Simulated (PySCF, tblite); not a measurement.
**Si₃H₈O₂, a small molecule taken as a stand-in for a surface group (Si site with back bonds [SiH3], [SiH3], O): NMR shifts, core binding energies and electronic excitations**

Aim: the NMR shifts, core binding energies and electronic excitations of `O[Si](O)([SiH3])[SiH3]`.

Programs: tblite 0.8.0 and PySCF 2.14.0. All values are calculated, for the isolated system unless a continuum is named. Atoms count from 0, parts from 1.

## (1) The system as given

13 atoms, charge 0, multiplicity 1; geometry: distance geometry start.

## (2) Geometry optimisation with GFN2-xTB

The job: settings as JSON, then the geometry in Å.

```
{"job": {"kind": "relax", "xc": "GFN2-xTB", "basis": "xTB"}, "charge": 0, "multiplicity": 1}
Si     0.051974     0.485008    -0.313602
Si     1.812642    -0.433174     0.688592
Si    -1.876413    -0.428506     0.324059
O      0.086969     2.180753    -0.053442
O      0.259225     0.179746    -1.962808
H      1.925706    -0.074744     2.118417
H      2.998506     0.138594     0.032709
H      1.824057    -1.920786     0.566545
H     -1.687049    -0.955920     1.712867
H     -2.136189    -1.543166    -0.556493
H     -2.961302     0.594196     0.315197
H     -0.521090     2.598694    -0.688617
H      0.208757    -0.782696    -2.096999
```

With the program's defaults for keys left out, this is: GFN2-xTB geometry optimisation, gas phase.

Launch:

```bash
$ OMP_NUM_THREADS=1 python cluster_run.py task.json out
```

The driver reads the jobs from task.json and runs them one after another.

**Question.** The jobs that follow are: PBE0-D3(BJ)/def2-SVP geometry optimisation, gas phase; GIAO PBE0/pcSseg-1 NMR shielding, non-relativistic, gas phase; delta-SCF UKS SCAN, pcX-2 on the ionised atom, pcseg-1 elsewhere, spin-free X2C; TDDFT CAM-B3LYP/def2-SVPD, vertical, gas phase, core orbitals frozen in the response. Predict: point group; rotational constants (main isotopes); 1H shifts against TMS (PBE0/pcSseg-1); 29Si shifts against TMS (PBE0/pcSseg-1); 17O shifts against H2O (PBE0/pcSseg-1); Si2p binding energies, SCAN/pcX-2; O1s binding energies, SCAN/pcX-2; lowest singlet (CAM-B3LYP/def2-SVPD); brightest single state of those computed; lowest triplet; vertical ionisation energy (ΔSCF).

The runs gave:

| quantity | value |
| --- | --- |
| point group | C1 |
| rotational constants (main isotopes) | 2.52, 1.57, 1.32 GHz |
| 1H shifts against TMS (PBE0/pcSseg-1) | 3.59, 3.42, 3.35, 3.31, 3.20, 3.20, 1.90, 0.82 ppm |
| 29Si shifts against TMS (PBE0/pcSseg-1) | 20.8, -109.7, -113.4 ppm |
| 17O shifts against H2O (PBE0/pcSseg-1) | 68.7, 64.9 ppm |
| Si2p binding energies, SCAN/pcX-2 | Si0 107.50, Si2 106.68, Si1 106.59 eV |
| O1s binding energies, SCAN/pcX-2 | O3 538.48, O4 538.42 eV |
| lowest singlet (CAM-B3LYP/def2-SVPD) | 5.71 eV (217 nm), f = 0.049 |
| brightest single state of those computed | state 4, 7.27 eV, f = 0.501 |
| lowest triplet | 5.05 eV |
| vertical ionisation energy (ΔSCF) | 9.25 eV |

The start of the PBE0/def2-SVP relaxation was shaken at random by about 0.01 Å, so part of the energy gained, and of the first lengths quoted, undoes that. Over 11 steps the energy fell by 0.295 eV; of the close pairs, Si0–Si1 changed most, 2.285 to 2.345 Å (PBE0/def2-SVP). Hydrogens of an XH3 group are listed apart at this fixed geometry; free rotation makes them one line at their mean. At PBE0/pcSseg-1: Shielding is most anisotropic at O4 (span 134 ppm, paramagnetic term -121 ppm). At SCAN/pcX-2: Si0 (silicon bonded to 2 O, 2 Si) binds its Si2p electron 0.91 eV more tightly than Si1 (silicon bonded to Si, 3 H). At SCAN/pcX-2: the O1s levels computed lie within 0.06 eV of one another, too close to rank. The lowest singlet, at 5.71 eV, is HOMO→LUMO 0.92 and is weak; of the 6 states computed, the strongest absorption comes from state 4 at 7.27 eV. The lowest triplet lies 0.66 eV below the lowest singlet (triplets in Tamm-Dancoff, singlets in full TDDFT). The orbital energy would give 8.58 eV for ionisation, ΔSCF gives 9.25 eV. A capped cluster stands for the solid here, so long-range fields and strain are missing, and bands or shifts of the capping hydrogens have no counterpart in it.
